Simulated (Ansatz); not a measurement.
I need a small convex hull of the Ti-C system. Use the Ansatz DFT code, driven from Python. Use (first run): r2SCAN, PAW, cutoff 620 eV, Gaussian smearing of 0.1 eV.

Script `tic_hull.py`:
```python
"""Stability of Ti-C compounds against each other, after relaxing atoms and volume at fixed cell shape."""

from collections import Counter
from dataclasses import dataclass
import warnings

import ansatz as az
import numpy as np
from tabulate import tabulate


@dataclass(frozen=True)
class Options:
    functional: str = "r2SCAN"
    mixing_beta: float = 0.2
    cutoff: int = 620
    k_spacing: float = 0.3
    smearing: str = "gaussian"
    width_ev: float = 0.1


cfg = Options()

PHASES = {
    "TiC Fm-3m": (
        [[0.0, 2.1593, 2.1593], [2.1593, 0.0, 2.1593], [2.1593, 2.1593, 0.0]],
        [
            ("Ti", [0.0, 0.0, 0.0]),
            ("C", [0.5, 0.5, 0.5]),
        ],
    ),
    "Ti2C R-3m": (
        [[1.54069818, 0.88952251, 4.81376985], [-1.54069818, 0.88952251, 4.81376985], [0.0, -1.77904502, 4.81376985]],
        [
            ("Ti", [0.24549783, 0.24549783, 0.24549783]),
            ("Ti", [0.75450217, 0.75450217, 0.75450217]),
            ("C", [0.5, 0.5, 0.5]),
        ],
    ),
    "Ti": (
        [[2.95, 0.0, 0.0], [-1.475, 2.55477494, 0.0], [0.0, 0.0, 4.68]],
        [
            ("Ti", [1 / 3, 2 / 3, 0.25]),
            ("Ti", [2 / 3, 1 / 3, 0.75]),
        ],
    ),
    "C": (
        [[1.22802871, 0.70900271, 3.34701145], [-1.22802871, 0.70900271, 3.34701145], [0.0, -1.41800541, 3.34701145]],
        [
            ("C", [0.836, 0.836, 0.836]),
            ("C", [0.164, 0.164, 0.164]),
        ],
    ),
}


def build(vectors, sites):
    crystal = az.Crystal(lattice=az.Lattice.of(vectors))
    for symbol, position in sites:
        crystal = crystal.atom(symbol, position)
    return crystal


def compute(name, crystal):
    calc = (
        crystal.calculation()
        .functional(cfg.functional)
        .mixing("broyden", ndim=12, beta=cfg.mixing_beta)
        .accuracy("low")
        .basis(cfg.cutoff)
        .kpoints(spacing=cfg.k_spacing)
        .occupations(cfg.smearing, width=cfg.width_ev)
    )
    calc = calc.relax(force_tolerance=0.02, fix_cell=["shape"])
    return calc.run(threads=1)


def counts(outcome):
    return Counter(site.symbol for site in outcome.lattice.sites)

def formation_energy(outcome, mu):
    n = counts(outcome)
    return (outcome.report["energy_sigma0_ev"] - sum(k * mu[element] for element, k in n.items())) / sum(n.values())


def main() -> None:
    warnings.simplefilter("ignore", az.DeckWarning)

    phases = {name: build(*cell) for name, cell in PHASES.items()}

    done = {name: compute(name, crystal) for name, crystal in phases.items()}

    # energy of one atom in its reference phase
    references = {"Ti": "Ti", "C": "C"}
    mu = {element: done[name].report["energy_sigma0_ev"] / len(done[name].lattice.sites) for element, name in references.items()}
    points = sorted((counts(o)["C"] / len(o.lattice.sites), formation_energy(o, mu), name) for name, o in done.items())

    # walk in x and drop points that lie above the chord
    hull = []
    for x, e, _ in points:
        while len(hull) > 1 and (hull[-1][0] - hull[-2][0]) * (e - hull[-2][1]) - (hull[-1][1] - hull[-2][1]) * (x - hull[-2][0]) <= 0:
            hull.pop()
        hull.append((x, e))
    rows = [(name, x, e, e - np.interp(x, *zip(*hull))) for x, e, name in points]
    print(tabulate(rows, headers=["phase", "x(C)", "E_form (eV/atom)", "above hull (eV/atom)"], floatfmt=".4f", tablefmt="psql"))
    print("on the hull of these phases:", ", ".join(row[0] for row in rows if row[3] < 1e-6))


if __name__ == "__main__":
    main()
```

Running `python tic_hull.py` prints:
```text
+-----------+--------+--------------------+------------------------+
| phase     |   x(C) |   E_form (eV/atom) |   above hull (eV/atom) |
|-----------+--------+--------------------+------------------------|
| Ti        | 0.0000 |             0.0000 |                 0.0000 |
| Ti2C R-3m | 0.3333 |            -0.7448 |                 0.0000 |
| TiC Fm-3m | 0.5000 |            -0.9885 |                 0.0000 |
| C         | 1.0000 |             0.0000 |                 0.0000 |
+-----------+--------+--------------------+------------------------+
on the hull of these phases: Ti, Ti2C R-3m, TiC Fm-3m, C
```

Reading the output:
- These settings explore the input space; cutoff and mesh may be short of convergence.
- The run is spin-unpolarised.
- Atoms and volume are relaxed with the cell's shape held, which in cells of lower than cubic symmetry can hide stresses and shift volumes.
- Of the deposited cell: the entry's cell lengths or inner coordinates differ somewhat from later room-temperature determinations.
- The cells come from databases of deposited and of computed structures, and not all need be stable phases.
- Differences under about 40 meV an atom lie within the error of mesh and functional, so such verdicts may flip; only the cells listed enter the hull.
- Finished in 64 s on 1 thread of Arm Neoverse V2, on a shared host, peak memory 0.54 GiB.
